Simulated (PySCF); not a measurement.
# HfFOH: structure of the singlet

Aim: relax HfFOH as a singlet from a linear start, check by its vibrations whether the end is a minimum, and collect its spectrum and constants.

The runs use PySCF 2.14.0; PBE0, basis Hf def2-TZVP with ECP60, F def2-TZVP, O def2-TZVP, H def2-TZVP, scalar-relativistic core potentials, no spin–orbit coupling, density fitting.

### 1 Where the work starts

4 atoms, charge 0, spin multiplicity 1.

Bond lengths: Hf1–F2 2.160 Å, Hf1–O3 2.150 Å, O3–H4 0.960 Å. Angles: F2–Hf1–O3 180.0°, Hf1–O3–H4 130.0°.

Coordinates in bohr (charge 0 multiplicity 1):
```
Hf    0.0000    0.0000    0.0000
F     0.0000    0.0000    4.0818
O     0.0000    0.0000   -4.0629
H     1.3897    0.0000   -5.2291
```

### 2 The SCF at the typed geometry

The steps below are one call of a driver around PySCF. For each, scf.py gives the equivalent set-up of the SCF; relaxations use the driver's own optimiser. After this first run the driver tries any further starts and a stability analysis.

scf.py reads:

```python
from pyscf import gto, scf, dft
mol = gto.M(atom='''
Hf     0.000000     0.000000     0.000000
F      0.000000     0.000000     2.160000
O      0.000000     0.000000    -2.150000
H      0.735400     0.000000    -2.767100''',
    basis={'Hf': 'def2-TZVP', 'F': 'def2-TZVP', 'O': 'def2-TZVP', 'H': 'def2-TZVP'},
    ecp={'Hf': 'def2-TZVP'},
    charge=0, spin=0)
mf = dft.RKS(mol, xc='PBE0')
mf.grids.atom_grid = (50, 194)
aux = {'Hf': 'def2-universal-JKFIT', 'F': 'def2-universal-JKFIT', 'O': 'def2-universal-JKFIT', 'H': 'def2-universal-JKFIT'}
mf = mf.density_fit(auxbasis=aux)
mf.conv_tol = 1e-08
mf.diis_space = 10
mf.max_cycle = 60
mf.init_guess = 'minao'
mf.verbose = 4
mf.kernel()
```

Launch:

```bash
OMP_NUM_THREADS=4 python axn.py task.json out
```

The program printed:

```text
init E= -205.331036400068
  HOMO = -0.337567133001983  LUMO = -0.277752176135267  gap/eV = 1.62765
cycle= 1 E= -223.406727948269  delta_E= -18.1  |g|= 1.04  |ddm|= 5.06
  HOMO = -0.163808868520806  LUMO = -0.149017739446795  gap/eV = 0.40249
cycle= 2 E= -221.974990845376  delta_E= 1.43  |g|= 2.84  |ddm|= 1.78
  HOMO = -0.194883215663125  LUMO = -0.0751561967225919  gap/eV = 3.25794
cycle= 3 E= -223.587545131973  delta_E= -1.61  |g|= 0.213  |ddm|= 1.58
  HOMO = -0.242285168188655  LUMO = -0.142134444543536  gap/eV = 2.72524
cycle= 4 E= -223.59969760118  delta_E= -0.0122  |g|= 0.12  |ddm|= 0.518
  HOMO = -0.234311204624774  LUMO = -0.129697626000506  gap/eV = 2.84668
cycle= 5 E= -223.60212012678  delta_E= -0.00242  |g|= 0.0693  |ddm|= 0.106
  HOMO = -0.231136412256525  LUMO = -0.124910710470342  gap/eV = 2.89055
cycle= 6 E= -223.602936819121  delta_E= -0.000817  |g|= 0.0102  |ddm|= 0.0456
  HOMO = -0.23073350435229  LUMO = -0.124241518554176  gap/eV = 2.89779
cycle= 7 E= -223.602961680924  delta_E= -2.49e-05  |g|= 0.00174  |ddm|= 0.0101
  HOMO = -0.230708196596627  LUMO = -0.124182297317438  gap/eV = 2.89872
cycle= 8 E= -223.602962500137  delta_E= -8.19e-07  |g|= 0.000514  |ddm|= 0.00298
  HOMO = -0.230721420383389  LUMO = -0.124192241368213  gap/eV = 2.89881
cycle= 9 E= -223.602962598894  delta_E= -9.88e-08  |g|= 0.000176  |ddm|= 0.0011
  HOMO = -0.230725578511155  LUMO = -0.124196024285491  gap/eV = 2.89882
cycle= 10 E= -223.602962615562  delta_E= -1.67e-08  |g|= 5.15e-05  |ddm|= 0.000432
  HOMO = -0.230725391261775  LUMO = -0.124195462949733  gap/eV = 2.89883
cycle= 11 E= -223.602962619336  delta_E= -3.77e-09  |g|= 1.54e-05  |ddm|= 0.000245
  HOMO = -0.23072431995892  LUMO = -0.124193987772251  gap/eV = 2.89884
Extra cycle  E= -223.602962619774  delta_E= -4.38e-10  |g|= 1.93e-05  |ddm|= 7.86e-05
converged SCF energy = -223.602962619774
```

This step, with its further starts and checks, needed 6.5 s of wall time on 4 threads of Arm Neoverse V1, shared host.

Energies from each starting density:

```tsv
start	energy (Eh)
the minimal-basis guess	-223.602963
a thermally smeared density	-223.602963
a smeared PBE density	-223.602963
```

The test of internal stability and the other starts found no lower closed-shell solution.

### 3 Linear start, singlet: relaxation

The program finds Cs symmetry in the start, which this walk keeps. Threshold on the gradient: 0.0003 Eh/bohr, with a further test on the energy change.

Changes to scf.py since step 2:

```diff
@@ -3,4 +3,4 @@
-Hf     0.000000     0.000000     0.000000
-F      0.000000     0.000000     2.160000
-O      0.000000     0.000000    -2.150000
-H      0.735400     0.000000    -2.767100''',
+Hf    -0.003432     0.000000    -0.017869
+F     -0.003432     0.000000     2.142131
+O     -0.003432     0.000000    -2.167869
+H      0.731968     0.000000    -2.784969''',
@@ -17 +16,0 @@
-mf.init_guess = 'minao'
```

The optimiser's trace:

```tsv
step	energy (Eh)	change (kJ/mol)	largest symmetric gradient (Eh/bohr)
0	-223.602963	0.00	0.07535
1	-223.635585	-85.65	0.03707
2	-223.641289	-100.63	0.04284
3	-223.645747	-112.33	0.01022
4	-223.647846	-117.84	0.00851
5	-223.649659	-122.60	0.02520
6	-223.651250	-126.78	0.00776
7	-223.651656	-127.85	0.00488
8	-223.652108	-129.03	0.00336
9	-223.652277	-129.47	0.00792
10	-223.652487	-130.03	0.00547
11	-223.652893	-131.09	0.00714
12	-223.653052	-131.51	0.01186
13	-223.653182	-131.85	0.00518
14	-223.653254	-132.04	0.00157
15	-223.653260	-132.05	0.00073
16	-223.653262	-132.06	0.00032
17	-223.653262	-132.06	0.00017
```

The walk took 25 s.

Geometry (Å) and forces (eV/Å) at some steps:

```
step 0
Hf  -0.003   0.000  -0.018  -0.164   0.000  -0.090
F   -0.003   0.000   2.142   0.068   0.000  -3.792
O   -0.003   0.000  -2.168   0.202   0.000   3.875
H    0.732   0.000  -2.785  -0.106   0.000   0.007
step 1
Hf  -0.005   0.000  -0.029  -0.305   0.000  -0.206
F    0.005   0.000   1.972   0.100   0.000  -1.906
O    0.010   0.000  -2.050   0.901   0.000   1.774
H    0.711   0.000  -2.722  -0.696   0.000   0.338
step 9
Hf  -0.423   0.000  -0.062   0.126   0.000   0.082
F    0.222   0.000   1.733  -0.037   0.000  -0.220
O    0.232   0.000  -1.836  -0.408   0.000   0.406
H    0.690   0.000  -2.664   0.319   0.000  -0.267
step 17
Hf  -0.512   0.000  -0.075  -0.001   0.000   0.001
F    0.313   0.000   1.629  -0.016   0.000  -0.008
O    0.122   0.000  -1.854   0.010   0.000   0.001
H    0.798   0.000  -2.528   0.007   0.000   0.006
```

After 17 steps and 132.1 kJ/mol it ends at Cs: Hf–F 1.893 Å, Hf–O 1.889 Å, O–H 0.954 Å; F–Hf–O 134.5°, H–O–Hf 154.5°.

### 4 Hessian and properties

The point is checked on the finer grid, and tightened if its gradient asks for it. The Hessian and the dipole derivatives come from central differences of analytic gradients, with steps of 0.02 bohr.

Changes to scf.py since step 3:

```diff
@@ -3,4 +3,4 @@
-Hf    -0.003432     0.000000    -0.017869
-F     -0.003432     0.000000     2.142131
-O     -0.003432     0.000000    -2.167869
-H      0.731968     0.000000    -2.784969''',
+Hf    -0.151776     0.000000    -0.009451
+F      0.719545     0.000000     1.668123
+O      0.500100     0.000000    -1.781718
+H      1.198516     0.000000    -2.432258''',
@@ -11 +11 @@
-mf.grids.atom_grid = (50, 194)
+mf.grids.atom_grid = (75, 302)
@@ -14 +14 @@
-mf.conv_tol = 1e-08
+mf.conv_tol = 1e-10
```

This SCF starts from the last density.

Log of the central SCF (cycles and frontier levels):

```text
init E= -223.653322413909
  HOMO = -0.193598887506226  LUMO = -0.0768557171350491  gap/eV = 3.17674
cycle= 1 E= -223.653322413897  delta_E= 1.18e-11  |g|= 1.07e-05  |ddm|= 7.98e-06
  HOMO = -0.193598363456232  LUMO = -0.0768549879560804  gap/eV = 3.17675
cycle= 2 E= -223.653322413848  delta_E= 4.83e-11  |g|= 2.02e-05  |ddm|= 1.51e-05
  HOMO = -0.193598749997633  LUMO = -0.0768555325684788  gap/eV = 3.17674
cycle= 3 E= -223.653322413915  delta_E= -6.63e-11  |g|= 3.29e-07  |ddm|= 1.01e-05
  HOMO = -0.193598707557292  LUMO = -0.0768554631400483  gap/eV = 3.17675
Extra cycle  E= -223.653322413914  delta_E= 1.08e-12  |g|= 4.62e-07  |ddm|= 7.79e-07
converged SCF energy = -223.653322413914
```

The whole step took 50 s.

Geometry: Cs; Hf–F 1.890 Å, Hf–O 1.888 Å, O–H 0.954 Å; F–Hf–O 132.4°, H–O–Hf 153.2°.

Harmonic modes (main isotopes):

| symmetry | ω (cm⁻¹) | IR (km/mol) |
| --- | --- | --- |
| a' | 89 | 2.7 |
| a'' | 400 | 94.3 |
| a' | 421 | 129 |
| a' | 650 | 86.3 |
| a' | 724 | 47.3 |
| a' | 3982 | 261 |

No imaginary mode, so this is a minimum.

Constants and moments:

| Quantity | Value |
| --- | --- |
| Dipole moment | 2.07 D |
| Highest occupied level | -5.27 eV |
| Lowest empty level | -2.09 eV |
| Rotational constants | 0.8891, 0.1533, 0.1307 cm⁻¹ |
| Zero-point energy | 37.5 kJ/mol |
| Principal polarisabilities | 60.1, 76.1, 81.6 bohr³ |
| Atomisation energy without zero-point energy | 1614 kJ/mol |
| Principal traceless quadrupole moments about the centre of mass | -6.93, -2.35, 9.27 D Å |
| Entropy at 298.15 K and 1 bar | 302.3 J/(mol K) |
| Heat capacity Cp at 298.15 K | 60.7 J/(mol K) |
| Enthalpy at 298.15 K above 0 K | 14.10 kJ/mol |
| Rotational symmetry number | 1 |

Populations by atom (charges in e):

```json
{"atom": "Hf1", "Mulliken": "0.70", "Löwdin": "0.36", "polar tensor": "0.81", "Mayer order to Hf1": "–"}
{"atom": "F2", "Mulliken": "-0.41", "Löwdin": "-0.23", "polar tensor": "-0.47", "Mayer order to Hf1": "1.03"}
{"atom": "O3", "Mulliken": "-0.63", "Löwdin": "-0.29", "polar tensor": "-0.70", "Mayer order to Hf1": "1.17"}
{"atom": "H4", "Mulliken": "0.34", "Löwdin": "0.16", "polar tensor": "0.36", "Mayer order to Hf1": "0.03"}
```

Mulliken populations on Hf1 (outside its core potential): s 3.57, p 6.22, d 1.40, f 0.11.

### 5 A spin-polarised start

A stability analysis found the closed shell of the lowest minimum unstable towards spin polarisation, so the unrestricted solution is followed.

The program finds Cs symmetry in the start, which may break.

Changes to scf.py since step 4:

```diff
@@ -3,4 +3,4 @@
-Hf    -0.151776     0.000000    -0.009451
-F      0.719545     0.000000     1.668123
-O      0.500100     0.000000    -1.781718
-H      1.198516     0.000000    -2.432258''',
+Hf    -0.131241     0.000000    -0.005011
+F      0.740080     0.000000     1.672562
+O      0.520635     0.000000    -1.777279
+H      1.219051     0.000000    -2.427819''',
@@ -10,2 +10,2 @@
-mf = dft.RKS(mol, xc='PBE0')
-mf.grids.atom_grid = (75, 302)
+mf = dft.UKS(mol, xc='PBE0')
+mf.grids.atom_grid = (50, 194)
@@ -14 +14 @@
-mf.conv_tol = 1e-10
+mf.conv_tol = 1e-08
```

Steps of the walk:

```tsv
step	energy (Eh)	change (kJ/mol)	largest gradient (Eh/bohr)
0	-223.654532	0.00	0.00360
1	-223.654596	-0.17	0.00097
2	-223.654651	-0.31	0.00237
3	-223.654709	-0.47	0.00312
4	-223.654734	-0.53	0.00321
5	-223.654780	-0.65	0.00192
6	-223.654802	-0.71	0.00055
7	-223.654805	-0.72	0.00044
8	-223.654809	-0.73	0.00042
9	-223.654811	-0.73	0.00031
10	-223.654812	-0.74	0.00009
```

The walk took 26 s.

After 10 steps and 0.7 kJ/mol it ends at Cs: Hf–F 1.902 Å, Hf–O 1.898 Å, O–H 0.954 Å; F–Hf–O 139.0°, H–O–Hf 156.2°.

### 6 Hessian and properties

The same treatment as at the point before.

Changes to scf.py since step 5:

```diff
@@ -3,4 +3,4 @@
-Hf    -0.131241     0.000000    -0.005011
-F      0.740080     0.000000     1.672562
-O      0.520635     0.000000    -1.777279
-H      1.219051     0.000000    -2.427819''',
+Hf    -0.138223    -0.000021    -0.012161
+F      0.638940     0.000110     1.721689
+O      0.471090     0.000056    -1.809104
+H      1.133428     0.000149    -2.495763''',
@@ -11 +11 @@
-mf.grids.atom_grid = (50, 194)
+mf.grids.atom_grid = (75, 302)
@@ -14 +14 @@
-mf.conv_tol = 1e-08
+mf.conv_tol = 1e-10
```

Log of the central SCF (cycles and frontier levels):

```text
init E= -223.654767308822
[... the frontier-level lines of each cycle are left out ...]
cycle= 1 E= -223.654767308828  delta_E= -6.2e-12  |g|= 6.58e-06  |ddm|= 9.58e-06
Extra cycle  E= -223.654767308805  delta_E= 2.27e-11  |g|= 1.2e-05  |ddm|= 1.05e-05
converged SCF energy = -223.654767308805  <S^2> = 0.37127501  2S+1 = 1.57642
```

The whole step needed 82 s of wall time on 4 threads of Arm Neoverse V1, shared host.

Geometry: Cs; Hf–F 1.900 Å, Hf–O 1.897 Å, O–H 0.954 Å; F–Hf–O 137.1°, H–O–Hf 154.8°.

Modes, for the most abundant isotopes:

```csv
symmetry,ω (cm⁻¹),IR (km/mol)
a',88,3.3
a'',416,94.6
a',422,122
a',637,89.1
a',707,57.0
a',3987,243
```

Every mode is real; the point is a minimum.

Properties at this point:

| Quantity | Value |
| --- | --- |
| Dipole moment | 2.16 D |
| Highest occupied level | -5.27 eV |
| Lowest empty level | -1.96 eV |
| Rotational constants | 1.071, 0.1463, 0.1288 cm⁻¹ |
| Zero-point energy | 37.4 kJ/mol |
| Principal polarisabilities | 57.4, 72.5, 74.6 bohr³ |
| Atomisation energy without zero-point energy | 1618 kJ/mol |
| Principal traceless quadrupole moments about the centre of mass | -7.35, -0.98, 8.33 D Å |
| Entropy at 298.15 K and 1 bar | 301.8 J/(mol K) |
| Heat capacity Cp at 298.15 K | 60.8 J/(mol K) |
| Enthalpy at 298.15 K above 0 K | 14.10 kJ/mol |
| Rotational symmetry number | 1 |
| Spin squared ⟨S²⟩ | 0.371 |

Populations by atom (charges in e):

```
atom  Mulliken  Löwdin  polar tensor  spin (Mulliken)  Mayer order to Hf1
 Hf1      0.73    0.39          0.81             0.01                   –
  F2     -0.42   -0.25         -0.47             0.00                1.00
  O3     -0.65   -0.30         -0.70            -0.01                1.14
  H4      0.34    0.16          0.35             0.00                0.03
```

Outer orbital energies (eV). α occupied: -27.45, -14.78, -12.16, -11.79, -11.68, -10.23, -10.17, -5.45; empty: -1.91, -1.77, -0.41, -0.04. β occupied: -27.47, -14.79, -12.18, -11.80, -11.71, -10.27, -10.18, -5.27; empty: -1.96, -1.85, -0.34, -0.14.

Mulliken populations on Hf1 (outside its core potential): s 3.42, p 6.23, d 1.51, f 0.11.

### 7 The points found, side by side

| spin | group | bonds | imaginary modes (cm⁻¹) | ΔE (kJ/mol) | with zero-point energy |
| --- | --- | --- | --- | --- | --- |
| broken-symmetry (Ms = 0) | Cs | Hf–F 1.900 Å, Hf–O 1.897 Å, O–H 0.954 Å | none | 0.0 | 0.0 |
| singlet | Cs | Hf–F 1.890 Å, Hf–O 1.888 Å, O–H 0.954 Å | none | 3.8 | 3.9 |

### 8 Outcome

```
                                          quantity                                                                  value
                                           minimum                                           broken-symmetry (Ms = 0), Cs
                                          geometry  Hf–F 1.900 Å, Hf–O 1.897 Å, O–H 0.954 Å; F–Hf–O 137.1°, H–O–Hf 154.8°
                                wavenumbers (cm⁻¹)            88 (a'), 416 (a''), 422 (a'), 637 (a'), 707 (a'), 3987 (a')
                                     dipole moment                                                                 2.16 D
highest occupied, lowest empty level (either spin)                                                        -5.27, -1.96 eV
                        polar-tensor charge of Hf1                                                                +0.81 e
                                 zero-point energy                                                            37.4 kJ/mol
                               entropy at 298.15 K                                                        301.8 J/(mol K)
         atomisation energy (no zero-point energy)                                                            1618 kJ/mol
                                              ⟨S²⟩                                                                  0.371
```

What this shows: The molecule stays Cs, as typed, and the end point is a minimum. The determinant is spin-contaminated (⟨S²⟩ = 0.37 against 0.00), so it is no pure spin state. In the infrared the band at 3987 cm⁻¹ (a') leads. Only this shape and spin were tried, so other structures or states may lie lower. With an element this heavy the missing spin–orbit coupling can shift these numbers.

The search up to here took 3.2 min.
